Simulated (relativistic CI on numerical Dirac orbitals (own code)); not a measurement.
# Ge XXX (Ge²⁹⁺): levels and lines

What are the lowest levels and the strongest lines of Ge²⁹⁺? One CI run answers it; further runs change one setting each.

Method: Dirac-Coulomb-Breit CI, KLI orbitals optimised for each configuration, model QED (radiative potential, 1s self-energy scaled to tabulated hydrogen-like ionisation energies). Code: relativistic CI on numerical Dirac orbitals (own code) version 2.

### Step 1. The atom as given

| Property | Result |
| --- | --- |
| ion | Ge²⁹⁺ (Ge XXX) |
| nuclear charge | 32 |
| electrons | 3 |
| isotope | A = 74 |
| first configuration typed | [He] 2s |

Outer shells as boxes (Hund's rule):

first configuration typed
```
[He] core
2s [↑ ]
```

### Step 2. The main run

Settings of the run:

```ini
atom Ge  Z=32  charge=29  electrons=3
nucleus A=74  rms_radius_fm=4.0742
hamiltonian dirac-coulomb  breit=on  qed=on  c_scale=1
orbitals kli  potential=per-configuration
slater_scale 1
correlation none
mixing on
configurations
  [He] 2s
  [He] 2p
  [He] 3s
  [He] 3p
  [He] 3d
  [He] 4s
  [He] 4p
  [He] 4d
  [He] 4f
  [He] 5s
  [He] 5p
  [He] 5d
  [He] 5f
  [He] 5g
end
```

### Step 3. Correlation estimate p86

Settings: those of step 2 with these lines changed.

```diff
@@ -5,3 +5,3 @@
 slater_scale 1
-correlation none
+correlation p86
 mixing on
```

### Step 4. Without QED terms

Settings: those of step 3 with these lines changed.

```diff
@@ -2,6 +2,6 @@
 nucleus A=74  rms_radius_fm=4.0742
-hamiltonian dirac-coulomb  breit=on  qed=on  c_scale=1
+hamiltonian dirac-coulomb  breit=on  qed=off  c_scale=1
 orbitals kli  potential=per-configuration
 slater_scale 1
-correlation p86
+correlation none
 mixing on
```

### Step 5. The first configuration alone

Settings of the run:

```ini
atom Ge  Z=32  charge=29  electrons=3
nucleus A=74  rms_radius_fm=4.0742
hamiltonian dirac-coulomb  breit=on  qed=on  c_scale=1
orbitals kli  potential=per-configuration
slater_scale 1
correlation none
mixing on
configurations
  [He] 2s
end
```

(Steps that only read results are left out.)

What does the calculation give? Wanted: lowest level; first excitation; lowest level of the other parity; fastest E1 line; ionisation energy.

As calculated:

| run | time | mean size of shift, levels followed (cm⁻¹) | lowest level | ionisation energy (eV) |
| --- | --- | --- | --- | --- |
| main run | 0.6 s | 0 | 2s 2S1/2 | 3194.0 |
| correlation estimate p86 | 0.61 s | 1454 | 2s 2S1/2 | 3195.0 |
| without QED terms | 0.25 s | 7928 | 2s 2S1/2 | 3195.1 |
| the first configuration alone | 0.037 s | - | 2s 2S1/2 | - |

The tabulated theoretical ionisation energy (NIST) is 3194.29 eV.

```
                                       quantity                      value
                                   lowest level                   2s 2S1/2
                               first excitation     2p 2P°1/2, 500534 cm⁻¹
               lowest level of the other parity     2p 2P°1/2, 500534 cm⁻¹
                            levels in the model                         24
  fastest E1 line (by rate) to the lowest level  0.6807 nm, from 3p 2P°3/2
                              ionisation energy                  3194.0 eV
ionisation energy, tabulated theoretical (NIST)                 3194.29 eV
```

**Reading.** 2s 2S1/2 comes out lowest; its LS label holds 100 % and its jj label 100 %; over the low levels the means are 100 and 100 %, so both schemes do about equally well. The ionisation energy from the two ground configurations alone is 0.0079 % below the tabulated theoretical value. The largest mover is «without QED terms» (7928 cm⁻¹ on average). Lifetimes count radiative decay inside the model alone.
